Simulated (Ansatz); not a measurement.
Predict the output of the script below (Ansatz 0.2.0 through its Python package).

The script, `smear_lair2.py`:
```python
'''Smearing width test for LaIr2.'''

import warnings

import ansatz
from ase import Atoms
from tabulate import tabulate

warnings.simplefilter('ignore', ansatz.DeckWarning)

atoms = Atoms(
    ['La', 'La', 'Ir', 'Ir', 'Ir', 'Ir'],
    scaled_positions=[
        [0.0, 0.0, 0.0],
        [0.25, 0.25, 0.25],
        [0.625, 0.625, 0.625],
        [0.125, 0.625, 0.625],
        [0.625, 0.625, 0.125],
        [0.625, 0.125, 0.625],
    ],
    cell=[
        [0.0, 3.843, 3.843],
        [3.843, 0.0, 3.843],
        [3.843, 3.843, 0.0],
    ],
    pbc=True,
)
xtal = ansatz.Crystal.from_ase(atoms)

setup = (
    xtal.calculation()
    .functional('pbesol')
    .kpoints(mesh=(6, 6, 6))
)

rows = []
for value in [0.5, 0.3, 0.2, 0.1]:
    data = setup.occupations('methfessel_paxton', width=value).run(threads=1, pin='off').report
    rows.append((value, data['free_energy_ev'] / len(data['lattice']['sites']), data['n_iterations'], data['n_kpoints']))

print(tabulate(rows, headers=['width (eV)', 'F/atom (eV)', 'iterations', 'k-points'], floatfmt='.4f', tablefmt='simple'))

# the last row is the reference
for row in rows[:-1]:
    shift = 1000 * (row[1] - rows[-1][1])
    print(f'{row[0]}: {shift:+.2f} meV/atom' + ('  (within 1 meV)' if abs(shift) < 1 else ''))
```

`python smear_lair2.py` gives:
```text
  width (eV)    F/atom (eV)    iterations    k-points
------------  -------------  ------------  ----------
      0.5000     -9920.4570             7          16
      0.3000     -9920.4599             6          16
      0.2000     -9920.4603             7          16
      0.1000     -9920.4607             7          16
0.5: +3.76 meV/atom
0.3: +0.87 meV/atom  (within 1 meV)
0.2: +0.40 meV/atom  (within 1 meV)
```

Going from 0.1 to 0.5 eV changes F by +3.8 meV an atom. This scheme is built to cancel the term in the square of the width, so the shifts stay small and are partly the mesh's error.

Notes:
- The mesh is modest for a metal, so energies can be off by several to tens of meV an atom and pressures by half a GPa or more; differences at equal mesh fare better.
- The narrowest width needs the finest mesh, so the last row is no converged reference.
- Spin-orbit coupling, which matters for elements this heavy, is left out.
- The starting cell is as deposited in a crystallographic database; the results hold for this polymorph, which needn't be the stable one.
- The whole script took 26 s on 1 thread of Arm Neoverse V1, on a shared host, peak memory 0.49 GiB.
